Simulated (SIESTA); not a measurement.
# Ta4NiO11 (P2/m) in SIESTA: reference runs

Reference runs on Ta4NiO11: the cell as given and a disturbed copy.

Program: SIESTA 5.4.2. These are calculated values, not measurements. Logs are shortened: lines on timing, memory, paths and dates and some standing lists are left out, and cuts for length are marked.

### 1 The structure

The structure is monoclinic, space group P2/m (No. 10). The conventional cell has a = 4.771 Å, b = 5.825 Å, c = 7.518 Å, α = 90.00°, β = 105.26°, γ = 90.00°. Ta (site symmetry m) is surrounded by 4 O at 1.89 to 2.01 Å. Ta (site symmetry m) is surrounded by 5 O at 1.89 to 1.98 Å. Around Ni (site symmetry 2/m) lie 4 O at 1.94 Å. O (site symmetry 1) has 1 Ta at 1.93 Å and 1 Ni at 1.94 Å as nearest neighbours. O (site symmetry 1) is surrounded by 2 Ta at 1.93 to 1.98 Å. Around O (site symmetry 2/m) lie 2 Ta at 2.01 Å. O (site symmetry 2/m) is surrounded by 2 Ta at 1.89 Å. O (site symmetry 2/m) has 2 Ta at 1.89 Å as nearest neighbours.

The cell was built by a generator and needn't be a form met in nature.

### 2 Single point, PBE, collinear spin, ferromagnetic start

Contents of Ta4NiO11.fdf:

```
SystemName                      Ta4NiO11
SystemLabel                     Ta4NiO11
NumberOfSpecies                 3
NumberOfAtoms                   16
%block ChemicalSpeciesLabel
  1  73 Ta
  2  28 Ni
  3   8 O
%endblock ChemicalSpeciesLabel

LatticeConstant                 1.0 Ang
%block LatticeVectors
     4.7708900000     0.0000000000     0.0051300000
     0.0000000000     5.8245400000     0.0000000000
    -1.9862800000     0.0000000000     7.2505100000
%endblock LatticeVectors
AtomicCoordinatesFormat         Fractional
%block AtomicCoordinatesAndAtomicSpecies
     0.6133900000     0.5000000000     0.7604200000  1  Ta
     0.3866100000     0.5000000000     0.2395800000  1  Ta
     0.1661500000     0.0000000000     0.7987500000  1  Ta
     0.8338500000     0.0000000000     0.2012500000  1  Ta
     0.5000000000     0.0000000000     0.5000000000  2  Ni
     0.3327800000     0.7991300000     0.6505300000  3  O
     0.6672200000     0.7991300000     0.3494700000  3  O
     0.9004700000     0.2578600000     0.8071800000  3  O
     0.0995300000     0.2578600000     0.1928200000  3  O
     0.6672200000     0.2008700000     0.3494700000  3  O
     0.3327800000     0.2008700000     0.6505300000  3  O
     0.0995300000     0.7421400000     0.1928200000  3  O
     0.9004700000     0.7421400000     0.8071800000  3  O
     0.5000000000     0.5000000000     0.0000000000  3  O
     0.5000000000     0.0000000000     0.0000000000  3  O
     0.5000000000     0.5000000000     0.5000000000  3  O
%endblock AtomicCoordinatesAndAtomicSpecies

%block kgrid.MonkhorstPack
    6   0   0  0.0
    0   5   0  0.0
    0   0   4  0.0
%endblock kgrid.MonkhorstPack
XC.Functional                   GGA
XC.Authors                      PBE
PAO.BasisSize                   DZP
PAO.EnergyShift                 0.003 Ry
Mesh.Cutoff                     800 Ry
Spin                            polarized
%block DM.InitSpin
    1   0.000
    2   0.000
    3   0.000
    4   0.000
    5   1.000
    6   0.000
    7   0.000
    8   0.000
    9   0.000
   10   0.000
   11   0.000
   12   0.000
   13   0.000
   14   0.000
   15   0.000
   16   0.000
%endblock DM.InitSpin
OccupationFunction              FD
ElectronicTemperature           0.05 eV
MaxSCFIterations                200
SCF.MustConverge                false
SCF.Mixer.Method                Pulay
SCF.Mixer.Weight                0.1
SCF.Mixer.History               10
SCF.DM.Tolerance                5.0e-05
SCF.H.Tolerance                 1.0e-03 eV
WriteForces                     true
Charge.Mulliken                 end
Charge.Hirshfeld                end
Charge.Voronoi                  end
SaveRho                         true
SaveElectrostaticPotential      true
%block PAO.Basis
  Ta 5
  n=5 0 2
    3.138 0.000
  n=6 0 2
    7.733 0.000
  n=5 1 2
    3.782 0.000
  n=6 1 1
    7.733
  n=5 2 2
    7.181 0.000
  Ni 5
  n=3 0 2
    2.432 0.000
  n=4 0 2
    7.095 0.000
  n=3 1 2
    2.716 0.000
  n=4 1 1
    7.095
  n=3 2 2
    4.466 0.000
%endblock PAO.Basis
Diag.ParallelOverK              true
```

Potentials or basis: PseudoDojo 0.4 standard (PBE files), DZP (energy shift 0.003 Ry; two zetas on semicore shells).

Command:

```
mpirun -n 4 siesta Ta4NiO11.fdf > Ta4NiO11.out 2>&1
```

Ta4NiO11.out:

```text
Version         : 5.4.2

[... 6 lines left out ...]
 NOTE: Please see the manual for full details and compatibility measures.

reinit: Reading from file Ta4NiO11.fdf

reinit: -----------------------------------------------------------------------
reinit: System Name: Ta4NiO11
reinit: -----------------------------------------------------------------------
reinit: System Label: Ta4NiO11
reinit: -----------------------------------------------------------------------

NOTE on units for spin output:
{S} is the spin magnetic moment, in units of the Bohr magneton,
assuming a g-factor for the electron spin of exactly 2.
The spin magnetic moment is then numerically equal to the charge inbalance,
in units of electrons, between the spin-up and -down channels.

initatom: Reading input for the pseudopotentials and atomic orbitals ----------
Species number:   1 Atomic number:   73 Label: Ta
Species number:   2 Atomic number:   28 Label: Ni
Species number:   3 Atomic number:    8 Label: O

Ground state valence configuration (from tables):   6s02  6p00  5d03  5f00
Ground state valence configuration (from tables):   4s02  4p00  3d08  4f00
Ground state valence configuration (from tables):   2s02  2p04  3d00  4f00

---- Processing specs for species: Ta
Reading pseudopotential information in PSML from:
  Ta.psml
PSML file version: 1.1
Using libxc ids:  101 130
GGA--PBE XC_GGA_X_PBE--XC_GGA_C_PBE pb
Semicore shell(s) with  8 electrons included in the valence for Ta

---- Processing specs for species: Ni
Reading pseudopotential information in PSML from:
  Ni.psml
PSML file version: 1.1
Using libxc ids:  101 130
GGA--PBE XC_GGA_X_PBE--XC_GGA_C_PBE pb
Semicore shell(s) with  8 electrons included in the valence for Ni

---- Processing specs for species: O
Reading pseudopotential information in PSML from:
  O.psml
PSML file version: 1.1
Using libxc ids:  101 130
GGA--PBE XC_GGA_X_PBE--XC_GGA_C_PBE pb

---- Pseudopotential check for Ta

Pseudized shells:
5s( 2.00) rc: 1.70
5p( 6.00) rc: 1.70
5d( 3.00) rc: 1.70
5f( 0.00) rc: 2.25
Valence configuration for ps generation: 5s:5p:5d:6s: Total charge:  13.000000
Semicore shell(s): 5s 5p

---- Pseudopotential check for Ni

Pseudized shells:
3s( 2.00) rc: 1.25
3p( 6.00) rc: 1.35
3d( 8.00) rc: 1.65
Valence configuration for ps generation: 3s:3p:3d:4s: Total charge:  18.000000
Semicore shell(s): 3s 3p

---- Pseudopotential check for O

Pseudized shells:
2s( 2.00) rc: 1.35
2p( 4.00) rc: 1.45
3d( 0.00) rc: 1.25
Valence configuration for ps generation: 2s:2p: Total charge:   6.000000
For Ta, standard SIESTA heuristics set lmxkb to 3
 (one more than the basis l, including polarization orbitals).
Use PS.lmax or PS.KBprojectors blocks to override.
For Ni, standard SIESTA heuristics set lmxkb to 3
 (one more than the basis l, including polarization orbitals).
Use PS.lmax or PS.KBprojectors blocks to override.
For O, standard SIESTA heuristics set lmxkb to 3
 (one more than the basis l, including polarization orbitals).
Use PS.lmax or PS.KBprojectors blocks to override.
Ni pseudopotential only contains V_ls up to l=2 -- lmxkb reset.
O pseudopotential only contains V_ls up to l=2 -- lmxkb reset.

<basis_specs>
===============================================================================
Ta                   Z=  73    Mass=  180.95        Charge= 0.17977+309
Lmxo=2 Lmxkb= 3    BasisType=split      Semic=T
L=0  Nsemic=1  Cnfigmx=6
          i=1  nzeta=2  polorb=0  (5s)  (semicore shell)
            splnorm:   0.15000
               vcte:    40.000
               rinn:  -0.90000
               qcoe:    0.0000
               qyuk:    0.0000
               qwid:   0.10000E-01
                rcs:    3.1380      0.0000
            lambdas:    1.0000      1.0000
          i=2  nzeta=2  polorb=0  (6s)
            splnorm:   0.15000
               vcte:    40.000
               rinn:  -0.90000
               qcoe:    0.0000
               qyuk:    0.0000
[... 922 lines left out ...]

siesta: Pressure (static):
siesta:                Solid            Molecule  Units
siesta:           0.00023292          0.00020226  Ry/Bohr**3
siesta:           0.02138543          0.01857024  eV/Ang**3
siesta:          34.26323195         29.75281038  kBar

Basis Enthalpy Calculation:
    Basis Pressure for species 1(Ta) :      0.2000000 GPa
    Basis Pressure for species 2(Ni) :      0.2000000 GPa
    Basis Pressure for species 3(O) :      0.2000000 GPa

    Orbital volume contribution        =           8.959472 eV
    (Free)E + p_basis*V_orbitals       =      -16599.518651 eV
    (Free)Eharris+ p_basis*V_orbitals  =      -16599.518651 eV

mulliken: Atomic and Orbital Populations:

mulliken: Spin UP

Species: Ta
Atom  Qatom  Qorb
               5s      5s      6s      6s      5py     5pz     5px     5py
               5pz     5px     6py     6pz     6px     5dxy    5dyz    5dz2
               5dxz    5dx2-y2 5dxy    5dyz    5dz2    5dxz    5dx2-y2
   1  5.559   0.964   0.029   0.201  -0.052   0.954   0.956   0.956   0.047
              0.049   0.048   0.066   0.073   0.063   0.146   0.102   0.157
[... 9 lines left out ...]
              0.141   0.103   0.119   0.151   0.118   0.125   0.115
   4  5.630   0.965   0.028   0.229  -0.071   0.961   0.962   0.961   0.044
              0.040   0.041   0.066   0.082   0.066   0.163   0.108   0.112

              0.141   0.103   0.119   0.151   0.118   0.125   0.115

Species: Ni
Atom  Qatom  Qorb
               3s      3s      4s      4s      3py     3pz     3px     3py
               3pz     3px     4py     4pz     4px     3dxy    3dyz    3dz2
               3dxz    3dx2-y2 3dxy    3dyz    3dz2    3dxz    3dx2-y2
   5  8.701   0.978   0.014   0.392  -0.161   0.989   0.991   0.993   0.012
              0.010   0.010   0.076   0.073   0.076   0.768   0.744   1.045

              0.988   1.023  -0.057  -0.059  -0.071  -0.075  -0.058

Species: O
Atom  Qatom  Qorb
               2s      2s      2py     2pz     2px     2py     2pz     2px
               3Pdxy   3Pdyz   3Pdz2   3Pdxz   3Pdx2-y2
   6  3.372   0.990  -0.059   0.915   0.933   0.905  -0.119  -0.105  -0.104
              0.004   0.005   0.004   0.002   0.004
   7  3.372   0.990  -0.059   0.915   0.933   0.905  -0.119  -0.105  -0.104
              0.004   0.005   0.004   0.002   0.004
   8  3.352   0.988  -0.057   0.811   0.936   0.841  -0.026  -0.106  -0.044
              0.002   0.002   0.002   0.002   0.002
   9  3.352   0.988  -0.057   0.811   0.936   0.841  -0.026  -0.106  -0.044
              0.002   0.002   0.002   0.002   0.002
  10  3.372   0.990  -0.059   0.915   0.933   0.905  -0.119  -0.105  -0.104
              0.004   0.005   0.004   0.002   0.004
  11  3.372   0.990  -0.059   0.915   0.933   0.905  -0.119  -0.105  -0.104
              0.004   0.005   0.004   0.002   0.004
  12  3.352   0.988  -0.057   0.811   0.936   0.841  -0.026  -0.106  -0.044
              0.002   0.002   0.002   0.002   0.002
  13  3.352   0.988  -0.057   0.811   0.936   0.841  -0.026  -0.106  -0.044
              0.002   0.002   0.002   0.002   0.002
  14  3.386   0.972  -0.047   0.944   0.815   0.961  -0.112  -0.045  -0.111
              0.001   0.002   0.002   0.002   0.001
  15  3.332   0.975  -0.051   0.949   0.698   0.797  -0.104   0.065  -0.009
              0.002   0.002   0.002   0.003   0.002
  16  3.305   0.973  -0.054   0.964   0.578   0.941  -0.137   0.135  -0.112
              0.003   0.004   0.004   0.003   0.002

mulliken: Qtot =       68.000

mulliken: Spin DOWN

Species: Ta
Atom  Qatom  Qorb
               5s      5s      6s      6s      5py     5pz     5px     5py
               5pz     5px     6py     6pz     6px     5dxy    5dyz    5dz2
               5dxz    5dx2-y2 5dxy    5dyz    5dz2    5dxz    5dx2-y2
   1  5.559   0.964   0.029   0.201  -0.052   0.954   0.956   0.956   0.047
              0.049   0.048   0.066   0.073   0.063   0.146   0.102   0.157
[... 9 lines left out ...]
              0.141   0.103   0.119   0.151   0.118   0.125   0.115
   4  5.630   0.965   0.028   0.229  -0.071   0.961   0.962   0.961   0.044
              0.040   0.041   0.066   0.082   0.066   0.163   0.108   0.112

              0.141   0.103   0.119   0.151   0.118   0.125   0.115

Species: Ni
Atom  Qatom  Qorb
               3s      3s      4s      4s      3py     3pz     3px     3py
               3pz     3px     4py     4pz     4px     3dxy    3dyz    3dz2
               3dxz    3dx2-y2 3dxy    3dyz    3dz2    3dxz    3dx2-y2
   5  8.701   0.978   0.014   0.392  -0.161   0.989   0.991   0.993   0.012
              0.010   0.010   0.076   0.073   0.076   0.768   0.744   1.045

              0.988   1.023  -0.057  -0.059  -0.071  -0.075  -0.058

Species: O
Atom  Qatom  Qorb
               2s      2s      2py     2pz     2px     2py     2pz     2px
               3Pdxy   3Pdyz   3Pdz2   3Pdxz   3Pdx2-y2
   6  3.372   0.990  -0.059   0.915   0.933   0.905  -0.119  -0.105  -0.104
              0.004   0.005   0.004   0.002   0.004
   7  3.372   0.990  -0.059   0.915   0.933   0.905  -0.119  -0.105  -0.104
              0.004   0.005   0.004   0.002   0.004
   8  3.353   0.988  -0.057   0.811   0.937   0.841  -0.026  -0.106  -0.044
              0.002   0.002   0.002   0.002   0.002
   9  3.353   0.988  -0.057   0.811   0.937   0.841  -0.026  -0.106  -0.044
              0.002   0.002   0.002   0.002   0.002
  10  3.372   0.990  -0.059   0.915   0.933   0.905  -0.119  -0.105  -0.104
              0.004   0.005   0.004   0.002   0.004
  11  3.372   0.990  -0.059   0.915   0.933   0.905  -0.119  -0.105  -0.104
              0.004   0.005   0.004   0.002   0.004
  12  3.353   0.988  -0.057   0.811   0.937   0.841  -0.026  -0.106  -0.044
              0.002   0.002   0.002   0.002   0.002
  13  3.353   0.988  -0.057   0.811   0.937   0.841  -0.026  -0.106  -0.044
              0.002   0.002   0.002   0.002   0.002
  14  3.386   0.972  -0.047   0.944   0.815   0.961  -0.112  -0.045  -0.111
              0.001   0.002   0.002   0.002   0.001
  15  3.332   0.975  -0.051   0.949   0.698   0.797  -0.104   0.065  -0.009
              0.002   0.002   0.002   0.003   0.002
  16  3.305   0.973  -0.054   0.964   0.578   0.941  -0.137   0.135  -0.112
              0.003   0.004   0.004   0.003   0.002

mulliken: Qtot =       68.000

Mulliken Atomic Populations:
Atom #   charge [q] valence [e]      Sz [e]  Species
     1     1.881450   11.118550    0.000012  Ta
     2     1.881450   11.118550    0.000012  Ta
     3     1.740778   11.259222    0.000024  Ta
     4     1.740778   11.259222    0.000024  Ta
     5     0.598494   17.401506    0.000013  Ni
     6    -0.744523    6.744523   -0.000012  O
     7    -0.744523    6.744523   -0.000012  O
     8    -0.704998    6.704998   -0.000005  O
     9    -0.704998    6.704998   -0.000005  O
    10    -0.744523    6.744523   -0.000012  O
    11    -0.744523    6.744523   -0.000012  O
    12    -0.704998    6.704998   -0.000005  O
    13    -0.704998    6.704998   -0.000005  O
    14    -0.771818    6.771818   -0.000004  O
    15    -0.663407    6.663407   -0.000005  O
    16    -0.609643    6.609643   -0.000008  O
 Total    -0.000000                0.000000

Hirshfeld Atomic Populations:
Atom #   charge [q] valence [e]      Sz [e]  Species
     1     0.807316   12.192684    0.000009  Ta
     2     0.807316   12.192684    0.000009  Ta
     3     0.779364   12.220636    0.000016  Ta
     4     0.779364   12.220636    0.000016  Ta
     5     0.246712   17.753288    0.000008  Ni
     6    -0.295212    6.295212   -0.000009  O
     7    -0.295212    6.295212   -0.000009  O
     8    -0.324837    6.324837   -0.000002  O
     9    -0.324837    6.324837   -0.000002  O
    10    -0.295212    6.295212   -0.000009  O
    11    -0.295212    6.295212   -0.000009  O
    12    -0.324837    6.324837   -0.000002  O
    13    -0.324837    6.324837   -0.000002  O
    14    -0.354108    6.354108   -0.000003  O
    15    -0.291478    6.291478   -0.000002  O
    16    -0.294289    6.294289   -0.000006  O
 Total     0.000000                0.000000

Voronoi Atomic Populations:
Atom #   charge [q] valence [e]      Sz [e]  Species
     1     0.857147   12.142853    0.000008  Ta
     2     0.857147   12.142853    0.000008  Ta
     3     0.840220   12.159780    0.000013  Ta
     4     0.840220   12.159780    0.000013  Ta
     5     0.302258   17.697742    0.000008  Ni
     6    -0.326370    6.326370   -0.000008  O
     7    -0.326370    6.326370   -0.000008  O
     8    -0.349231    6.349231   -0.000002  O
     9    -0.349231    6.349231   -0.000002  O
    10    -0.326370    6.326370   -0.000008  O
    11    -0.326370    6.326370   -0.000008  O
    12    -0.349231    6.349231   -0.000002  O
    13    -0.349231    6.349231   -0.000002  O
    14    -0.385427    6.385427   -0.000002  O
    15    -0.294810    6.294810   -0.000001  O
    16    -0.314349    6.314349   -0.000006  O
 Total     0.000000                0.000000

Job completed
```

It took 8.5 min on 4 MPI ranks of AMD EPYC, shared host; peak memory 0.43 GiB.

What came out:

```yaml
Free_energy: -16608.4781 eV
Pressure: 3.4 GPa
Largest_force: 0.401 eV/Å
Band_gap_on_the_k_mesh: 0.60 eV, indirect (least direct gap 0.66 eV)
Net_moment: 0.00 μB per cell
Hirshfeld_charges: Ta +0.81, +0.78; Ni +0.25; O -0.30, -0.32, -0.35, -0.29 e
Voronoi_charges: Ta +0.86, +0.84; Ni +0.30; O -0.33, -0.35, -0.39, -0.29, -0.31 e
```

Forces in eV/Å, atoms in the order of the input:
```
Ta  -0.029  0.000  0.328
Ta   0.029  0.000 -0.328
Ta  -0.321  0.000  0.240
Ta   0.321  0.000 -0.240
Ni   0.000  0.000  0.000
O    0.038 -0.208 -0.297
O   -0.038 -0.208  0.297
O   -0.004 -0.006  0.103
O    0.004 -0.006 -0.103
O   -0.038  0.208  0.297
O    0.038  0.208 -0.297
O    0.004  0.006 -0.103
O   -0.004  0.006  0.103
O    0.000  0.000  0.000
O    0.000  0.000  0.000
O    0.000  0.000  0.000
```

Levels at points of the mesh, in eV from the valence-band top:
Spin up:
```csv
k point,band 64,band 65,band 66,band 67,band 68,band 69,band 70,band 71,band 72,band 73
"(0.00, 0.00, 0.00)",-1.06,-1.00,-0.34,-0.15,-0.14,0.79,0.94,1.48,1.62,2.25
"(0.50, 0.00, 0.00)",-1.26,-0.97,-0.32,-0.31,-0.12,0.91,1.27,1.66,1.76,1.90
"(0.00, 0.00, 0.50)",-1.03,-0.95,-0.23,-0.14,-0.04,0.95,1.07,1.46,1.77,2.59
"(0.50, 0.00, 0.50)",-1.39,-0.96,-0.21,-0.16,-0.12,1.00,1.72,1.76,2.03,2.24
```
Spin down:
```tsv
k point	band 66	band 67	band 68	band 69	band 70	band 71
(0.00, 0.00, 0.00)	-0.34	-0.15	-0.14	0.79	0.94	1.48
(0.50, 0.00, 0.00)	-0.32	-0.31	-0.12	0.91	1.27	1.66
(0.00, 0.00, 0.50)	-0.23	-0.14	-0.04	0.95	1.07	1.46
(0.50, 0.00, 0.50)	-0.21	-0.16	-0.12	1.00	1.72	1.76
```

Caveat: Mulliken charges of long-ranged orbitals can have an unphysical sign; short orbitals over semicore shells can move pressures by several GPa; spin-orbit coupling is left out, which moves the levels of the heavy elements; an odd mesh through Γ misses points on the zone boundary, where band edges often lie; the basis of atomic orbitals isn't converged, which shifts pressures, moduli and gaps.

(Continued in part 2 of 2.)
